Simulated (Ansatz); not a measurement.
# Lu3N2: the cost of one run

Computed with Ansatz 0.2.0 (DFT PBE, scalar-relativistic, plane waves, PAW, unless a step's input says otherwise).

## Step 1: The system as given

Symmetry: P-6m2, No. 187, hexagonal system. The conventional cell has a = 4.263 Å, b = 4.263 Å, c = 5.287 Å, α = 90.00°, β = 90.00°, γ = 120.00°. Around Lu (site symmetry 3m) lie 5 Lu at 2.56 to 2.81 Å and 6 N at 2.77 to 2.81 Å. Around Lu (site symmetry -6m2) lie 5 N at 2.46 to 2.64 Å and 6 Lu at 2.81 Å. N (site symmetry -6m2) has 8 Lu at 2.64 to 2.77 Å as nearest neighbours. N (site symmetry -6m2) is surrounded by 9 Lu at 2.46 to 2.81 Å.

As a file:

```cif
data_structure
_symmetry_space_group_name_H-M 'P 1'
_symmetry_Int_Tables_number 1
_cell_length_a 4.2627
_cell_length_b 4.2627
_cell_length_c 5.2873
_cell_angle_alpha 90.000
_cell_angle_beta 90.000
_cell_angle_gamma 120.000
_cell_volume 83.20
loop_
_atom_site_label
_atom_site_type_symbol
_atom_site_fract_x
_atom_site_fract_y
_atom_site_fract_z
_atom_site_occupancy
Lu1 Lu 0.66667 0.33333 0.24227 1
Lu2 Lu 0.66667 0.33333 0.75773 1
Lu3 Lu 0.00000 0.00000 0.50000 1
N1 N 0.00000 0.00000 0.00000 1
N2 N 0.33333 0.66667 0.50000 1
```

The cell is invented: species swapped into a database cell of Co3Ge2 (P-6m2, No. 187), with Lu on the Co sites and N on the Ge sites. Its size is a rough estimate.

## Step 2: The guess as it stands, on a coarse mesh

File input.yaml:

```yaml
crystal:
  lattice:
    - [4.26272904, 0.0, 0.0]
    - [-2.13136452, 3.69163164, 0.0]
    - [0.0, 0.0, 5.28725113]
  atoms:
    - { symbol: Lu, position: [0.66666667, 0.33333333, 0.24226978] }
    - { symbol: Lu, position: [0.66666667, 0.33333333, 0.75773022] }
    - { symbol: Lu, position: [0.0, 0.0, 0.5] }
    - { symbol: "N", position: [0.0, 0.0, 0.0] }
    - { symbol: "N", position: [0.33333333, 0.66666667, 0.5] }
basis:
  ecutwfc: 420
kpoints:
  mp_grid: { grid: [6, 6, 4] }
hamiltonian:
  xc: pbe
scf:
  occupations: { method: gaussian, width: 0.1 }
  lower_state_search: "off"
output:
  forces: true
  stress: true
  eigenvalues: true
```

Launch:

```bash
$ ansatz run input.yaml --threads 1 --pin off --max-ram 2560MiB --backend cpu --events-out ev --progress --plain --runs-dir out
```

Q: Estimate wall time and peak memory on 1 thread of Intel Xeon at 2.50GHz (Skylake/Cascade Lake), shared host.

About 23 s, with a peak of 0.37 GiB.
